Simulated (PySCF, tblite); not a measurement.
# C5H8OSi2: excited states, first hyperpolarisability

Aim: compute the excited states, first hyperpolarisability of C5H8OSi2 (`O=CC1=CC=C([SiH3])[SiH2]1`).

Programs: tblite 0.8.0 and PySCF 2.14.0, with routines of our own; each step states its level. All values are computed. Atoms count from 0.

## Step 1: The system as given

16 atoms, charge 0, multiplicity 1; geometry from: force field or distance geometry start.

## Step 2: Relaxing the molecule with GFN2-xTB

What the job is given:

```
{"job": {"kind": "relax", "xc": "GFN2-xTB", "basis": "xTB"}, "charge": 0, "multiplicity": 1}
O     -3.512700     1.078700    -0.061700
C     -2.957000     0.158200     0.489600
C     -1.504000    -0.096200     0.383700
C     -0.851800    -1.093000     0.971200
C      0.578400    -1.136600     0.714800
C      1.020100    -0.155700    -0.104300
Si     2.653800     0.255600    -0.742000
Si    -0.386300     0.990400    -0.636900
H     -3.499500    -0.562000     1.136400
H     -1.311100    -1.847300     1.624200
H      1.201200    -1.909600     1.141100
H      2.662900     0.201600    -2.218900
H      3.649200    -0.719500    -0.224400
H      3.069900     1.607800    -0.304000
H     -0.620000     0.885500    -2.102400
H     -0.200700     2.351200    -0.077600
```

Command:

```bash
OMP_NUM_THREADS=1 python excited_run.py task.json out
```

The driver reads the jobs from task.json and runs them one after another.

Output:

```text
step      E/eV     max force
  0    -604.59219    2.530
  1    -604.69985    1.229
  2    -604.73480    0.432
  3    -604.74853    0.365
  4    -604.76279    0.393
  5    -604.77427    0.288
  6    -604.78171    0.279
  7    -604.78650    0.175
  8    -604.79070    0.171
  9    -604.79694    0.221
 10    -604.80288    0.233
 11    -604.80741    0.168
 12    -604.81003    0.137
 13    -604.81230    0.140
 14    -604.81529    0.137
 15    -604.81927    0.185
 16    -604.82316    0.163
 17    -604.82603    0.144
 18    -604.82837    0.148
 19    -604.83054    0.142
 20    -604.83241    0.129
 21    -604.83419    0.116
 22    -604.83625    0.122
 23    -604.83872    0.145
 24    -604.84122    0.139
 25    -604.84325    0.094
 26    -604.84485    0.100
 27    -604.84631    0.105
 28    -604.84765    0.082
 29    -604.84860    0.056
 30    -604.84912    0.049
 31    -604.84944    0.052
 32    -604.84973    0.047
 33    -604.84998    0.037
 34    -604.85018    0.031
 35    -604.85033    0.039
 36    -604.85046    0.037
 37    -604.85056    0.024
 38    -604.85062    0.015
 39    -604.85065    0.017
 40    -604.85066    0.016
 41    -604.85068    0.010
```

Wall time 0.52 s (1 thread of Arm Neoverse N1, shared host); peak memory 0.18 GiB.

Along the way: (not every step is listed)

```
step  energy from step 0 (eV)  largest force (eV/Å)
   0                   0.0000                2.5304
   1                  -0.1077                1.2288
   2                  -0.1426                0.4318
   3                  -0.1563                0.3649
   4                  -0.1706                0.3926
   5                  -0.1821                0.2883
   6                  -0.1895                0.2787
   7                  -0.1943                0.1754
   8                  -0.1985                0.1713
  10                  -0.2107                0.2331
  12                  -0.2178                0.1370
  14                  -0.2231                0.1369
  16                  -0.2310                0.1631
  18                  -0.2362                0.1477
  20                  -0.2402                0.1294
  22                  -0.2441                0.1217
  24                  -0.2490                0.1393
  26                  -0.2527                0.1003
  28                  -0.2555                0.0817
  30                  -0.2569                0.0491
  32                  -0.2575                0.0468
  34                  -0.2580                0.0311
  36                  -0.2583                0.0369
  37                  -0.2584                0.0241
  38                  -0.2584                0.0150
  39                  -0.2585                0.0168
  40                  -0.2585                0.0155
  41                  -0.2585                0.0100
```

Distances of close pairs at the start and the end, largest changes first:

```
   bond  before (Å)  after (Å)  change (Å)
 C5–Si6       1.801      1.877      +0.075
  C1–C2       1.479      1.439      -0.039
 C2–Si7       1.863      1.891      +0.028
Si7–H14       1.488      1.460      -0.028
  C2–C3       1.328      1.353      +0.025
Si7–H15       1.483      1.460      -0.023
Si6–H12       1.486      1.465      -0.022
 C5–Si7       1.891      1.908      +0.017
```

The next job starts from the end point, and lists it.

## Step 3: Vibrational analysis with GFN2-xTB

What the job is given:

```
{"job": {"kind": "ir", "xc": "GFN2-xTB", "basis": "xTB"}, "charge": 0, "multiplicity": 1}
O     -3.664168     0.972938     0.050036
C     -3.002722     0.092896     0.554614
C     -1.583089    -0.059015     0.371753
C     -0.833492    -1.038108     0.929731
C      0.574637    -1.013129     0.619516
C      1.014618    -0.026492    -0.190635
Si     2.807293     0.171392    -0.709365
Si    -0.475543     1.062280    -0.673867
H     -3.479222    -0.668946     1.207860
H     -1.238559    -1.807685     1.574240
H      1.221490    -1.772484     1.038317
H      2.881605     0.081954    -2.169098
H      3.618272    -0.886212    -0.101204
H      3.279357     1.483775    -0.263152
H     -0.767084     0.996576    -2.102966
H     -0.360993     2.419205    -0.147191
```

Output:

```text
mode    cm-1     km/mol
  1      58.1      0.22
  2      67.6      3.34
  3     112.4      6.42
  4     116.2      3.90
  5     189.0      5.74
  6     229.9      0.06
  7     272.5      1.70
  8     319.2      4.40
  9     384.5      0.70
 10     473.9     10.09
 11     484.8      6.59
 12     535.2     58.50
 13     544.5     35.33
 14     581.3    133.86
 15     586.0     22.29
 16     601.2    100.18
 17     625.6     11.19
 18     702.9      3.65
 19     739.7    160.15
 20     777.6    192.22
 21     783.0    159.41
 22     786.6    564.27
 23     820.3     21.94
 24     888.2      0.33
 25     922.2      1.24
 26     992.6    103.91
 27    1079.7     93.84
 28    1223.5     25.66
 29    1240.2     45.53
 30    1284.9     62.45
 31    1368.2     10.58
 32    1508.8    120.91
 33    1593.7     84.05
 34    1705.8    468.78
 35    2247.9    327.33
 36    2251.6    272.71
 37    2256.3    123.42
 38    2291.9    155.16
 39    2294.1    501.29
 40    2719.7    194.90
 41    3042.9     26.18
 42    3053.3     70.20
```

Run time: 1 s. Hardware: 1 thread of Arm Neoverse N1, shared host; peak memory 0.18 GiB.

Which atoms move in the most intense modes:

```
cm⁻¹  km/mol                         atoms
 740   160.2            H15 41 %, H14 41 %
 778   192.2            H13 44 %, H11 42 %
 787   564.3  H11 30 %, H13 29 %, H12 27 %
1706   468.8              C1 60 %, O0 38 %
2248   327.3                      H12 90 %
2252   272.7            H13 48 %, H11 46 %
2294   501.3            H14 55 %, H15 38 %
2720   194.9                       H8 94 %
```

## Step 4: Excited states: TDA CAM-B3LYP/def2-SVP

The job, as its differences from that of step 3:

```diff
@@ -1,2 +1,2 @@
-{"job": {"kind": "ir", "xc": "GFN2-xTB", "basis": "xTB"}, "charge": 0, "multiplicity": 1}
+{"job": {"kind": "states", "xc": "CAM-B3LYP", "basis": "def2-SVP", "tda": true, "soc": true, "nstates": 8, "ntriplets": 6, "nquad": 4}, "charge": 0, "multiplicity": 1}
 O     -3.664168     0.972938     0.050036
```

Level: TDA CAM-B3LYP/def2-SVP excited states, vertical, gas phase, spin-orbit mean-field couplings.

Output:

```text
coarse grid: 14728 points
cycle   1  E = -848.6999018549  dE =  1.229e+00  |g| = 8.239e-01  |ddm| = 4.384e+00
cycle   2  E = -848.4396765411  dE =  2.602e-01  |g| = 1.447e+00  |ddm| = 3.871e+00
cycle   3  E = -848.8529766435  dE = -4.133e-01  |g| = 9.771e-02  |ddm| = 2.860e+00
cycle   4  E = -848.8551847272  dE = -2.208e-03  |g| = 5.962e-02  |ddm| = 1.803e-01
cycle   5  E = -848.8561536632  dE = -9.689e-04  |g| = 9.059e-03  |ddm| = 9.170e-02
cycle   6  E = -848.8561849601  dE = -3.130e-05  |g| = 4.278e-03  |ddm| = 2.438e-02
cycle   7  E = -848.8561908993  dE = -5.939e-06  |g| = 1.930e-03  |ddm| = 1.226e-02
final grid: 134080 points
cycle   8  E = -848.9891211756  dE = -1.886e-05  |g| = 4.005e-03  |ddm| = 1.832e-02
cycle   9  E = -848.9891175854  dE =  3.590e-06  |g| = 5.731e-03  |ddm| = 9.708e-03
cycle  10  E = -848.9891253362  dE = -7.751e-06  |g| = 6.461e-04  |ddm| = 7.205e-03
cycle  11  E = -848.9891254241  dE = -8.790e-08  |g| = 2.011e-04  |ddm| = 8.552e-04
cycle  12  E = -848.9891254339  dE = -9.841e-09  |g| = 8.674e-05  |ddm| = 4.642e-04
cycle  13  E = -848.9891254366  dE = -2.650e-09  |g| = 3.052e-05  |ddm| = 1.573e-04
cycle  14  E = -848.9891254370  dE = -3.797e-10  |g| = 9.689e-06  |ddm| = 8.289e-05
converged SCF energy = -848.9891254370

Singlet excitations
state   eV       nm        f     d(h-e)  d(exc)  Lambda  PR(NTO)  |dmu|/D   mu/D   main configurations
  1   3.5171   352.5   0.00029   1.512   2.923   0.401   1.013    4.082    2.356   H-1->L 0.84, H-1->L+1 0.14
  2   4.4054   281.4   0.34816   0.341   2.963   0.813   1.111    1.164    4.124   H->L 0.93
  3   4.6914   264.3   0.00004   0.917   2.946   0.509   1.043    2.843    5.204   H-2->L 0.93
  4   5.6458   219.6   0.00194   0.392   2.764   0.541   1.249    0.794    2.720   H-4->L 0.82
  5   6.2547   198.2   0.00038   1.828   3.320   0.427   1.226                     H-1->L+1 0.64, H-1->L 0.13, H-4->L 0.09
  6   6.4626   191.8   0.03818   0.308   3.399   0.732   1.968                     H-3->L 0.55, H->L+1 0.39
  7   6.7175   184.6   0.01381   1.489   3.333   0.400   1.116                     H-5->L 0.61, H-8->L 0.27
  8   6.9672   178.0   0.00001   1.528   3.411   0.355   1.090                     H->L+2 0.90

Triplet excitations (Tamm-Dancoff)
state   eV     d(h-e)  d(exc)  Lambda  PR(NTO)   main configurations
  1   2.2845   0.087   2.717   0.822   1.072   H->L 0.94
  2   3.0194   1.345   2.765   0.403   1.012   H-1->L 0.77, H-1->L+1 0.20
  3   4.2978   0.864   2.872   0.507   1.041   H-2->L 0.91
  4   4.3918   0.132   2.363   0.736   1.934   H-3->L 0.51, H->L+1 0.30, H-7->L 0.09
  5   5.1821   0.433   2.708   0.539   1.219   H-4->L 0.82
  6   5.7082   0.218   2.643   0.727   1.938   H->L+1 0.26, H-9->L 0.19, H-3->L 0.15
S1 - T1 = 1.2326 eV

Spin-orbit couplings |<S|Hso|T>| (cm-1)
             T1       T2       T3       T4       T5       T6
S0        0.137   47.865    3.924    0.136   14.749    0.176
S1       14.756    0.445    1.103   14.634    7.952   27.548
S2        0.023   13.412    5.265    0.062    5.041    0.050
S3        4.120    0.075    0.316   11.209   20.247    5.730
S4        5.101    7.228   20.250    7.679    1.418    8.395
S5        5.619    3.785    3.432    4.152    2.113   15.544
S6        0.028    0.736   15.831    0.061    9.569    0.011
S7        2.857    8.202   25.180    2.743    3.281    6.142
S8        3.247    2.025    5.210    1.214    0.053    4.507
T1 sublevels (cm-1): 0.000 0.000 0.013   radiative rates (1/s): 0.00485 2.21e-05 0.155
```

Wall time 50 s (1 thread of Arm Neoverse N1, shared host); peak memory 0.78 GiB.

Key values:

```
  quantity    value
S1 less T1  1.23 eV
```

## Step 5: First hyperpolarisability: quadratic response B3LYP/def2-SVPD

The job, as its differences from that of step 4:

```diff
@@ -1,2 +1,2 @@
-{"job": {"kind": "states", "xc": "CAM-B3LYP", "basis": "def2-SVP", "tda": true, "soc": true, "nstates": 8, "ntriplets": 6, "nquad": 4}, "charge": 0, "multiplicity": 1}
+{"job": {"kind": "beta", "xc": "B3LYP", "basis": "def2-SVPD", "wavelengths": [1550, 1064, 694.3]}, "charge": 0, "multiplicity": 1}
 O     -3.664168     0.972938     0.050036
```

With the program's defaults for keys left out, this is: quadratic response B3LYP/def2-SVPD first hyperpolarisability, Taylor convention, gas phase.

Output:

```text
coarse grid: 14728 points
cycle   1  E = -848.9084978056  dE =  1.017e+00  |g| = 8.126e-01  |ddm| = 7.298e+00
cycle   2  E = -848.2819416416  dE =  6.266e-01  |g| = 1.870e+00  |ddm| = 8.879e+00
cycle   3  E = -849.0388319812  dE = -7.569e-01  |g| = 2.375e-01  |ddm| = 7.923e+00
cycle   4  E = -849.0502639847  dE = -1.143e-02  |g| = 1.259e-01  |ddm| = 7.111e-01
cycle   5  E = -849.0544347680  dE = -4.171e-03  |g| = 3.999e-02  |ddm| = 3.196e-01
cycle   6  E = -849.0548496075  dE = -4.148e-04  |g| = 1.293e-02  |ddm| = 8.981e-02
cycle   7  E = -849.0548951985  dE = -4.559e-05  |g| = 3.086e-03  |ddm| = 2.823e-02
cycle   8  E = -849.0548974819  dE = -2.283e-06  |g| = 1.082e-03  |ddm| = 8.818e-03
final grid: 134080 points
cycle   9  E = -849.1852746732  dE = -2.295e-05  |g| = 5.420e-03  |ddm| = 1.298e-01
cycle  10  E = -849.1852528697  dE =  2.180e-05  |g| = 1.109e-02  |ddm| = 2.702e-02
cycle  11  E = -849.1852816540  dE = -2.878e-05  |g| = 1.578e-03  |ddm| = 1.868e-02
cycle  12  E = -849.1852822327  dE = -5.787e-07  |g| = 2.740e-04  |ddm| = 3.218e-03
cycle  13  E = -849.1852822491  dE = -1.648e-08  |g| = 1.098e-04  |ddm| = 6.911e-04
cycle  14  E = -849.1852822515  dE = -2.339e-09  |g| = 5.458e-05  |ddm| = 3.536e-04
cycle  15  E = -849.1852822524  dE = -8.947e-10  |g| = 1.064e-05  |ddm| = 1.684e-04
converged SCF energy = -849.1852822524

Lowest singlets (eV, f): 3.0736 0.0002  3.8691 0.2570  4.2832 0.0000

First hyperpolarisability (au)
process     nm      |vector|   parallel      HRS      DR
static         -      338.02       99.4     155.25   3.753
shg       1550.0      463.94     146.66     207.04   4.035
eope      1550.0      374.74     113.08          -       -
shg       1064.0      687.32     232.41     299.26   4.318
eope      1064.0      421.79     130.74          -       -
eope       694.3      579.29      190.7          -       -
```

It took 68 s on 1 thread of Arm Neoverse N1, shared host; peak memory 0.84 GiB.

Warnings kept with the result: second harmonic within 0.3 eV of the first excitation or beyond it: left out.

## Step 6: Summary of results

```
                                             quantity                                                value
            strongest single infrared mode (GFN2-xTB)                                 787 cm⁻¹, 564 km/mol
                         zero-point energy (GFN2-xTB)                                        64.0 kcal/mol
          S1 less T1 (step 4, TDA CAM-B3LYP/def2-SVP)                                              1.23 eV
β vector (step 5, quadratic response B3LYP/def2-SVPD)  static 338, SHG 1550.0 nm 464, SHG 1064.0 nm 687 au
```

No mode is imaginary among the 42: a minimum at this level. Unscaled tight-binding wavenumbers are off by several per cent, some by more. Its intensities can rank the bands wrongly. In step 4, the number of triplets below S1 is 2, and the largest singlet-triplet spin-orbit coupling is S0–T2, 47.87 cm⁻¹. β grows from 338 au (static) to 687 au for doubling at 1064.0 nm: normal dispersion, which grows as twice the photon energy moves toward the bright states.
